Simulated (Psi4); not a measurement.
# AlHSBr (SMILES [SH][Al][Br]), step by step

Aim: a geometry optimisation (U-r2SCAN-3c/def2-mTZVPP), then vibrational wavenumbers of AlHSBr. 

The results are computed with Psi4 1.11.

1 further run of the same task is left out (for a known fault of the program).

**1. The structure to begin with**

AlHSBr: 4 atoms, total charge 0, spin state doublet. SMILES: `[SH][Al][Br]`. The coordinates come from a PBE0-D4/def2-TZVP relaxation. The run starts from this shape.

Bond lengths: S1–Al2 2.193 Å, Al2–Br3 2.270 Å, S1–H4 1.345 Å. Angles: S1–Al2–Br3 115.4°, Al2–S1–H4 93.0°.

**2. A geometry optimisation at U-r2SCAN-3c/def2-mTZVPP (density fitting) (run 1)**

Input file calc.in:

```
memory 1600 MB

molecule {
  0 2
  S      0.335000     1.032000    -0.766800
  Al    -0.343200    -0.500000     0.648800
  Br     0.369500    -2.610800     0.213000
  H     -0.305700     2.018500    -0.115400
}

set globals {
  reference    uks
  geom_maxiter 60
}

optimize('r2scan-3c')
print_variables()
```

Launch:

```sh
$ psi4 calc.in calc.out -n 1
```

calc.out:

```text
[...]
  Running in c1 symmetry.
[...]
  Nuclear repulsion =  247.660099359707857
[...]
  Multiplicity = 2
[...]
  Nalpha       = 33
  Nbeta        = 32
[...]
    Number of basis functions: 90
[...]
   @DF-UKS iter   1: -3214.94284769011711   -1.19395e+00   1.76844e-02 DIIS/ADIIS
[...]
   @DF-UKS iter   7: -3215.39753279159004   -1.81899e-12   5.60732e-09 DIIS
[...]
   @S^2 Observed:                7.536378431E-01
[...]
    Orbital Energies [Eh]
    ---------------------
    Alpha Occupied:
       1A   -482.219947     2A    -88.571482     3A    -62.298368
       4A    -56.078271     5A    -56.076631     6A    -56.076467
       7A    -55.831656     8A     -8.628529     9A     -7.866518
      10A     -6.430892    11A     -6.424754    12A     -6.424008
      13A     -5.812713    14A     -5.810022    15A     -5.805435
      16A     -4.123649    17A     -2.663989    18A     -2.661825
      19A     -2.659464    20A     -2.529494    21A     -2.527978
      22A     -2.527440    23A     -2.522716    24A     -2.522680
      25A     -0.734217    26A     -0.701075    27A     -0.416083
      28A     -0.373444    29A     -0.321894    30A     -0.292435
      31A     -0.287776    32A     -0.260510    33A     -0.209414
[...]
  @DF-UKS Final Energy: -3215.39753279159004
   => Energetics <=
    Nuclear Repulsion Energy =            246.0558160837574633
    One-Electron Energy =               -4961.1551898681354942
    Two-Electron Energy =                1635.7016947607771726
    DFT Exchange-Correlation Energy =    -136.0016478056544997
    Empirical Dispersion Energy =           0.0017940376654104
    VV10 Nonlocal Energy =                  0.0000000000000000
    Total Energy =                      -3215.3975327915900380
[...]
 Multipole Moments:
 ------------------------------------------------------------------------------------
     Multipole            Electronic (a.u.)      Nuclear  (a.u.)        Total (a.u.)
 ------------------------------------------------------------------------------------
 L = 1.  Multiply by 2.5417464519 to convert [e a0] to [Debye]
 Dipole X            :          0.8053590           -1.2720068           -0.4666478
 Dipole Y            :        -12.7027950           13.3548564            0.6520614
 Dipole Z            :          2.4195064           -1.9272132            0.4922932
 Magnitude           :                                                    0.9409021
[...]
  -Total Gradient:
     Atom            X                  Y                   Z
    ------   -----------------  -----------------  -----------------
       1        0.000173497833     0.000281862531    -0.000329338918
       2       -0.000086179261     0.000657155397    -0.000058519897
       3       -0.000441350720     0.000404002881     0.000524460534
       4        0.000304069707     0.000452195932    -0.000570616535
[...]
    Final optimized geometry and variables:
    Molecular point group: c1
    Full point group: C1
    Geometry (in Angstrom), charge = 0, multiplicity = 2:
    S            0.109551558282     2.380804004242    -0.831037112110
    AL          -0.565261639513     0.830227541005     0.585038125366
    BR           0.155530861626    -1.291666345426     0.139237262498
    H           -0.521120770848     3.389585635814    -0.202043317022
  Variable Map:
  ----------------------------------------------------------------------------
  "CURRENT ENERGY"                        =>   -3215.397532791590
  "CURRENT REFERENCE ENERGY"              =>   -3215.397532791590
  "DD SOLVATION ENERGY"                   =>       0.000000000000
  "DFT FUNCTIONAL TOTAL ENERGY"           =>   -3215.399326829256
[...]
```

Standard output:

```text
Optimizer: Optimization complete!
```

It took 29 s on 1 thread of Intel Xeon 6975P-C (Granite Rapids), shared host; peak memory 0.67 GiB.

The path in brief:

```csv
step,energy from the first frame kept (eV),largest force (eV/Å)
0,0.0000,0.2194
1,-0.0012,0.0691
2,-0.0007,0.0406
3,-0.0007,0.0409
```

After the run. Bond lengths: S1–Al2 2.206 Å, Al2–Br3 2.285 Å, S1–H4 1.346 Å. Angles: S1–Al2–Br3 115.5°, Al2–S1–H4 94.8°.

**3. Vibrational wavenumbers at U-r2SCAN-3c/def2-mTZVPP (density fitting) (run 2)**

Input file job.dat:

```
memory 1600 MB

molecule m {
  0 2
  S      0.327746     1.052307    -0.761317
  Al    -0.347067    -0.498269     0.654758
  Br     0.373725    -2.620163     0.208958
  H     -0.302926     2.061089    -0.132323
  symmetry c1
}

set {
  reference                  uks
  t                          600.0
  rotational_symmetry_number 1
}

energy_value, wavefunction = freq("r2scan-3c", return_wfn=True)
```

Launch:

```sh
$ psi4 -i job.dat -o job.out -n 1
```

job.out (excerpt; [...] marks lines left out):

```text
[...]
  Running in c1 symmetry.
[...]
  Nuclear repulsion =  246.055841424430298
[...]
  Multiplicity = 2
[...]
  Nalpha       = 33
  Nbeta        = 32
[...]
    Number of basis functions: 90
[...]
   @DF-UKS iter   1: -3214.94204427619388   -1.20891e+00   1.76883e-02 DIIS/ADIIS
[...]
   @DF-UKS iter  14: -3215.39752918948670   -9.09495e-13   3.13001e-09 DIIS
[...]
   @S^2 Observed:                7.536383373E-01
[...]
  @DF-UKS Final Energy: -3215.39752918948670
   => Energetics <=
    Nuclear Repulsion Energy =            246.0607885171017131
    One-Electron Energy =               -4961.1645876969814708
    Two-Electron Energy =                1635.7065006705579435
    DFT Exchange-Correlation Energy =    -136.0020212233327754
    Empirical Dispersion Energy =           0.0017905431673404
    VV10 Nonlocal Energy =                  0.0000000000000000
    Total Energy =                      -3215.3975291894867041
[...]
 Multipole Moments:
[...]
  -Total Gradient:
     Atom            X                  Y                   Z
    ------   -----------------  -----------------  -----------------
       1       -0.000142566775     0.000743236941     0.000007317833
       2       -0.000062575289     0.000634730470    -0.000074276269
       3       -0.000446900421     0.000396203208     0.000527267514
       4        0.000603843010     0.000019784851    -0.000894000594
[...]
  ==> Harmonic Vibrational Analysis <==
[...]
  Freq [cm^-1]                 114.6643            263.5837            364.2571
[...]
  IR activ [km/mol]             2.9232              8.8644             45.8620
[...]
  Freq [cm^-1]                 500.5758            674.5111           2701.2730
[...]
  IR activ [km/mol]            108.0592            11.6222              5.9097
[...]
  Total E_0, Enthalpy at 0 [K]                                                        -3215.38701024 [Eh]
[...]
  Total H, Enthalpy at  600.00 [K]                                                    -3215.37344492 [Eh]
[...]
  Total G, Gibbs energy at  600.00 [K]                                                -3215.45679692 [Eh]
[...]
```

Standard output:

```text
Warning: used thermodynamics relations inappropriate for low-frequency modes: ['114.6643' '263.5837' '364.2571' '500.5758']
```

Wall time 2.7 min (1 thread of Intel Xeon 6975P-C (Granite Rapids), shared host); peak memory 0.7 GiB.

**4. Outcome**

| quantity | value |
| --- | --- |
| run 1, U-r2SCAN-3c/def2-mTZVPP: total energy at the end | -3215.39753 Eh |
| run 1, U-r2SCAN-3c/def2-mTZVPP: dipole moment | 2.39 D |
| run 1, U-r2SCAN-3c/def2-mTZVPP: HOMO energy (highest over α and β) | -5.70 eV |
| run 1, U-r2SCAN-3c/def2-mTZVPP: LUMO energy (lowest over α and β) | -3.58 eV |
| run 1, U-r2SCAN-3c/def2-mTZVPP: ⟨S²⟩ | 0.754 |
| run 2, U-r2SCAN-3c/def2-mTZVPP: lowest harmonic wavenumber | 115 cm⁻¹ |
| run 2, U-r2SCAN-3c/def2-mTZVPP: highest harmonic wavenumber | 2701 cm⁻¹ |
| run 2, U-r2SCAN-3c/def2-mTZVPP: zero-point energy | 27.6 kJ/mol |
| run 2, U-r2SCAN-3c/def2-mTZVPP: ideal-gas entropy at 600 K (symmetry number 1 as used) | 87.2 cal/(mol K) |

In words: The optimisation (run 1, U-r2SCAN-3c/def2-mTZVPP) took 4 steps and changed the energy by -0.001 eV. All 6 modes (run 2, U-r2SCAN-3c/def2-mTZVPP) are real, so the shape is a minimum at this level.
